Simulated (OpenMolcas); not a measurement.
# Os⁴⁺ among point charges: CASSCF and CASPT2 levels and susceptibility

Aim: the splitting of the states of Os⁴⁺ in the field of 8 point charges, its lowest levels with spin-orbit coupling and its magnetic susceptibility.

Program: OpenMolcas 26.06. Level of theory: state-averaged CASSCF and CASPT2, spin-orbit coupling by RASSI with atomic mean-field integrals. These are calculated values, not measurements, unless marked.

## (1) The atom as given

| Quantity | Value |
| --- | --- |
| Species | Os⁴⁺ (osmium, Z = 76, 72 electrons) |
| Basis | ANO-RCC-VDZP [7s6p4d2f1g], 68 functions |
| Scalar Hamiltonian | DKH2, point nucleus |
| Inactive shells | 1s 2s 2p 3s 3p 3d 4s 4p 4d 4f 5s 5p |
| Active space | 4 electrons in 5 orbitals (5d) |
| Some configurations of this space | 5d4 |
| Orbitals | optimised for each spin and parity, averaged over all roots |

The outer shells:

5d4
```
5d [↑ ][↑ ][↑ ][↑ ][  ]
```

The ion sits among 8 point charges of -1.2 e arranged as a cube (Oh), 2.08 Å from the ion.

Each step is its own input file, run in one work folder so that later steps find the files of earlier ones. Labels, J, g values, rates, χT and fits are worked out afterwards by a script from the matrices that RASSI stores. The input lists half of the charges; inversion (Group=XYZ) makes the rest.

## (2) Basis and integrals

Contents of a.inp:

```
&GATEWAY
Coord
1

Os 0.0 0.0 0.0
Basis=ANO-RCC-VDZP
Group=XYZ
NoMove
AngMom=0.0 0.0 0.0
AMFI
XField
4 Angstrom 0
1.200889 1.200889 1.200889 -1.200000
1.200889 1.200889 -1.200889 -1.200000
1.200889 -1.200889 1.200889 -1.200000
1.200889 -1.200889 -1.200889 -1.200000
&SEWARD
```

Run with:

```
$ OMP_NUM_THREADS=1 MOLCAS_MEM=1689 MOLCAS_PROJECT=a pymolcas a.inp > a.log
```

## (3) CASSCF: quintets of even parity, 5 roots

Contents of a.inp:

```
&RASSCF
FileOrb=start.orb
Symmetry=1
Spin=5
nActEl=4 0 0
Inactive=15 19
Ras2=5 0
CIRoot=5 5 1
SDav=5
CIMx=300
Iter=120 100
PrWF=0.3
OrbListing=Nothing
MaxOrb=0
>>> COPY $Project.JobIph JOB001
```

start.orb holds the contracted functions of the basis, ordered by shell, or the orbitals of the step before.

## (4) CASSCF: triplets of even parity, 45 roots

Contents of a.inp:

```
&RASSCF
FileOrb=start.orb
Symmetry=1
Spin=3
nActEl=4 0 0
Inactive=15 19
Ras2=5 0
CIRoot=45 45 1
SDav=45
CIMx=300
Iter=120 100
PrWF=0.3
OrbListing=Nothing
MaxOrb=0
>>> COPY $Project.JobIph JOB002
```

## (5) Reference wave functions, singlets of even parity, 50 roots

Contents of a.inp:

```
&RASSCF
FileOrb=start.orb
Symmetry=1
Spin=1
nActEl=4 0 0
Inactive=15 19
Ras2=5 0
CIRoot=50 50 1
SDav=50
CIMx=300
Iter=120 100
PrWF=0.3
OrbListing=Nothing
MaxOrb=0
>>> COPY $Project.JobIph JOB003
```

## (6) State interaction with spin-orbit coupling

Contents of a.inp:

```
&RASSI
NrOfJobIphs=3 5 45 50
1 2 3 4 5
1 2 3 4 5 6 7 8 9 10 11 12 13 14 15 16 17 18 19 20 21 22 23 24 25 26 27
28 29 30 31 32 33 34 35 36 37 38 39 40 41 42 43 44 45
1 2 3 4 5 6 7 8 9 10 11 12 13 14 15 16 17 18 19 20 21 22 23 24 25 26 27
28 29 30 31 32 33 34 35 36 37 38 39 40 41 42 43 44 45 46 47 48 49 50
IphNames
JOB001
JOB002
JOB003
EJob
SpinOrbit
DIPRint=1.0
SOCoupling=1000.0
Subsets=2
Property=9
'ANGMOM' 1 'ANGMOM' 2 'ANGMOM' 3 'MLTPL  1' 1 'MLTPL  1' 2 'MLTPL  1' 3
'AMFI' 1 'AMFI' 2 'AMFI' 3
SOProperty=3
'ANGMOM' 1 'ANGMOM' 2 'ANGMOM' 3
```

## (7) CASPT2: IPEA 0.25, imaginary shift 0.1 (closed shells correlated: 5s 5p)

Contents of a.inp:

```
>>> COPY JOB001 $Project.JobIph
&CASPT2
Multistate=5 1 2 3 4 5
NoMult
Frozen=14 16
IPEA=0.25
Imaginary=0.1
MaxIter=60
WThr=0.0 0.3 0.05
PrWF=0.5
NoMix
>>> COPY JOB002 $Project.JobIph
&CASPT2
Multistate=45 1 2 3 4 5 6 7 8 9 10 11 12 13 14 15 16 17 18 19 20 21 22
23 24 25 26 27 28 29 30 31 32 33 34 35 36 37 38 39 40 41 42 43 44 45
NoMult
Frozen=14 16
IPEA=0.25
Imaginary=0.1
MaxIter=60
WThr=0.0 0.3 0.05
PrWF=0.5
NoMix
>>> COPY JOB003 $Project.JobIph
&CASPT2
Multistate=50 1 2 3 4 5 6 7 8 9 10 11 12 13 14 15 16 17 18 19 20 21 22
23 24 25 26 27 28 29 30 31 32 33 34 35 36 37 38 39 40 41 42 43 44 45 46
47 48 49 50
NoMult
Frozen=14 16
IPEA=0.25
Imaginary=0.1
MaxIter=60
WThr=0.0 0.3 0.05
PrWF=0.5
NoMix
```

(Steps that only read results are left out.)

**Question.** What will these runs give? Wanted: spin-free ground state; first state of the same spin within the active space; lowest level; next level.

As calculated:

```
                                            quantity                                                                        value
                                              method  SS-CASPT2, IPEA 0.25, imaginary shift 0.1 (closed shells correlated: 5s 5p)
                              spin-free ground state                                              5T2, 3-fold in its orbital part
first state of the same spin within the active space                                                              5E at 5550 cm⁻¹
                                        lowest level                                                                    1-fold A1
                                          next level                                                                  4865.5 cm⁻¹
                                         χT at 300 K                                                               0.06 cm³ K/mol
                           effective moment at 300 K                                                                      0.68 μB
```

Cost by method:

```csv
method,time of its own steps,time with the reference
A. CASSCF,21 s,21 s
"B. SS-CASPT2, IPEA 0.25, imaginary shift 0.1, +5s 5p",8.9 s,30 s
```

Times are of one thread on a shared host.

**Reading.** The spin-free ground state (5T2) comes to 100 % from free-ion D terms and keeps the highest spin of the shell. χT at 300 K is 0.06, against 3.01 cm³ K/mol for the spin alone, so spin-orbit coupling lowers it. An active space of the d shell alone favours high spin; real ions in strong fields can be low spin. A ligand-field fit to the states below 45000 cm-1 gives 10Dq = -5273 cm-1, B = 727 cm-1 and C = 3345 cm-1 (C/B = 4.60), with a deviation of 372 cm-1. CASPT2 does not keep the components of a term degenerate, and the means are used. The field of point charges can differ much from that of real complexes. With metal d orbitals alone active, the gaps between spin states are rough; where two lie within a few thousand cm-1, their order is open. This is an electrostatic model: the charges have no orbitals.
